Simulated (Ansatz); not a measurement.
Input of an Ansatz 0.2.0 run:

input.yaml

```yaml
crystal:
  lattice:
    - [0.0, 2.57383, 2.57383]
    - [2.57383, 0.0, 2.57383]
    - [2.57383, 2.57383, 0.0]
  atoms:
    - { symbol: Nb, position: [0.0, 0.0, 0.0] }
    - { symbol: Si, position: [0.5, 0.5, 0.5] }
hamiltonian:
  xc: pbesol
  pseudopotentials: { kind: paw_fr }
magnetization:
  noncollinear: true
  spin_orbit: true
kpoints:
  mp_grid: { grid: [9, 9, 9] }
  band_path:
    path:
      - [[0.0, 0.0, 0.0], [0.5, 0.0, 0.5], [0.5, 0.25, 0.75], [0.375, 0.375, 0.75], [0.0, 0.0, 0.0], [0.5, 0.5, 0.5], [0.625, 0.25, 0.625], [0.5, 0.25, 0.75], [0.5, 0.5, 0.5], [0.375, 0.375, 0.75]]
      - [[0.625, 0.25, 0.625], [0.5, 0.0, 0.5]]
    npoints: 14
scf:
  occupations: { method: fermi_dirac, width: 0.05 }
  n_extra_bands: 6
output:
  forces: true
  stress: true
  eigenvalues: true
  fatbands: false
```

Potentials or basis: Ansatz PAW.

Run with:

```bash
$ ansatz run input.yaml --threads 2 --pin off --max-ram 5632MiB --backend cpu --events-out ev --progress --plain --runs-dir out
```

Problem. Predict the pressure.

Solution. -4.4 GPa.

Problem. Predict the band gap on the k mesh.

Solution. None (metal or under the smearing width).

Levels at the corners of the path, in eV from the Fermi level:
| point | band 13 | band 14 | band 15 | band 16 | band 17 | band 18 | band 19 | band 20 |
| --- | --- | --- | --- | --- | --- | --- | --- | --- |
| Γ | -1.27 | -1.27 | -1.19 | -1.19 | -0.66 | -0.66 | -0.66 | -0.66 |
| X | -3.17 | -3.17 | 0.00 | 0.00 | 0.16 | 0.16 | 0.40 | 0.40 |
| W | -3.47 | -3.47 | -3.05 | -3.05 | 1.61 | 1.61 | 1.61 | 1.61 |
| K | -3.52 | -3.52 | -2.05 | -2.05 | -0.02 | -0.02 | 1.49 | 1.49 |
| Γ | -1.27 | -1.27 | -1.19 | -1.19 | -0.66 | -0.66 | -0.66 | -0.66 |
| L | -3.17 | -3.17 | -3.14 | -3.14 | 1.30 | 1.30 | 1.32 | 1.32 |
| U | -3.52 | -3.52 | -2.05 | -2.05 | -0.02 | -0.02 | 1.49 | 1.49 |
| W | -3.47 | -3.47 | -3.05 | -3.05 | 1.61 | 1.61 | 1.61 | 1.61 |
| L | -3.17 | -3.17 | -3.14 | -3.14 | 1.30 | 1.30 | 1.32 | 1.32 |
| K | -3.52 | -3.52 | -2.05 | -2.05 | -0.02 | -0.02 | 1.49 | 1.49 |
| U | -3.52 | -3.52 | -2.05 | -2.05 | -0.02 | -0.02 | 1.49 | 1.49 |
| X | -3.17 | -3.17 | 0.00 | 0.00 | 0.16 | 0.16 | 0.40 | 0.40 |

Caveat: the PAW data sets come from PBE, with cores solved anew for the run's functional, which leaves a small shift of forces and pressure.
